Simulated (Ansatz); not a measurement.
**C₃H₉ClZr: small, medium and large basis sets**

One table from this session's results is given with a row withheld; the runs are named, their logs left out.

Method: one geometry, several basis sets; program: Ansatz 0.2.0, Gaussian basis.

Levels to be run: PBE0-D4/def2-SVP; ωB97M-V/def2-SVP; PBE0-D4/def2-QZVPP; ωB97M-V/def2-QZVPP; the functionals' def2-TZVPP values are taken from earlier runs.

### Structure used throughout

All runs share one geometry, relaxed beforehand with PBE0-D4 in a triple-zeta def2 set. Zr takes the def2 core potential; no spin-orbit term is included.

SMILES `[CH3][Zr]([CH3])([CH3])[Cl]`, 14 atoms, charge 0, spin multiplicity 1.

Atoms are counted from 1 here; the program's logs count them from 0.

Bond lengths: C1–Zr2 2.203 Å, C1–H6 1.097 Å, C1–H7 1.098 Å, C1–H8 1.096 Å, Zr2–C3 2.204 Å, Zr2–C4 2.203 Å, Zr2–Cl5 2.357 Å, C3–H9 1.097 Å, C3–H10 1.098 Å, C3–H11 1.096 Å, C4–H12 1.098 Å, C4–H13 1.097 Å, C4–H14 1.096 Å. Angles: Zr2–C1–H6 110.8°, Zr2–C1–H7 110.1°, Zr2–C1–H8 112.4°, H6–C1–H7 107.7°, H6–C1–H8 107.8°, H7–C1–H8 107.9°, C1–Zr2–C3 107.4°, C1–Zr2–C4 108.0°, C1–Zr2–Cl5 111.3°, C3–Zr2–C4 107.5°, C3–Zr2–Cl5 111.0°, C4–Zr2–Cl5 111.3°, Zr2–C3–H9 110.7°, Zr2–C3–H10 110.3°, Zr2–C3–H11 112.3°, H9–C3–H10 107.7°, H9–C3–H11 107.8°, H10–C3–H11 107.9° and more.

The first run:

The input, in.yaml:

```yaml
crystal:
  periodic: [false, false, false]
  atoms:
    - {symbol: C, position_ang: [-1.387971, 1.526512, -0.070848]}
    - {symbol: Zr, position_ang: [0.101568, -0.006694, -0.605030]}
    - {symbol: C, position_ang: [1.938444, 0.435411, 0.529817]}
    - {symbol: C, position_ang: [-0.651410, -1.958723, 0.085794]}
    - {symbol: Cl, position_ang: [0.523420, -0.021695, -2.923737]}
    - {symbol: H, position_ang: [-2.376752, 1.074400, 0.075651]}
    - {symbol: H, position_ang: [-1.103335, 2.018260, 0.868546]}
    - {symbol: H, position_ang: [-1.483633, 2.300885, -0.839876]}
    - {symbol: H, position_ang: [2.047930, 1.515745, 0.686478]}
    - {symbol: H, position_ang: [1.899923, -0.042711, 1.517377]}
    - {symbol: H, position_ang: [2.839427, 0.078272, 0.018620]}
    - {symbol: H, position_ang: [-1.461735, -1.823968, 0.813823]}
    - {symbol: H, position_ang: [0.150055, -2.522979, 0.579509]}
    - {symbol: H, position_ang: [-1.035911, -2.572747, -0.736125]}
basis:
  gaussian: {orbitals: def2-SVP}
hamiltonian: {xc: pbe0, dispersion: d4}
output: {orbitals: {seedname: orbitals}}
```

Run with:

```sh
> ansatz run in.yaml --threads 4 --pin off --events-out ev --progress --plain --max-ram 11315MiB
```

Steps of the session up to this table: PBE0-D4 in def2-SVP; ωB97M-V in def2-SVP; PBE0-D4 in def2-QZVPP; ωB97M-V in def2-QZVPP.

One table of the session follows, with a row left open; its other results are not shown here.

It belongs to the step «Density functionals: the series». 

```
functional       basis  HOMO (eV)
   PBE0-D4    def2-SVP      -7.73
   PBE0-D4  def2-TZVPP      -7.76
   PBE0-D4  def2-QZVPP      -7.77
   ωB97M-V    def2-SVP          ?
   ωB97M-V  def2-TZVPP     -10.08
   ωB97M-V  def2-QZVPP     -10.09
```

Estimate the missing values for ωB97M-V, def2-SVP.

As computed: HOMO (eV): -10.04. In the column «HOMO (eV)» it lies between ωB97M-V, def2-TZVPP (-10.08) and PBE0-D4, def2-QZVPP (-7.77).
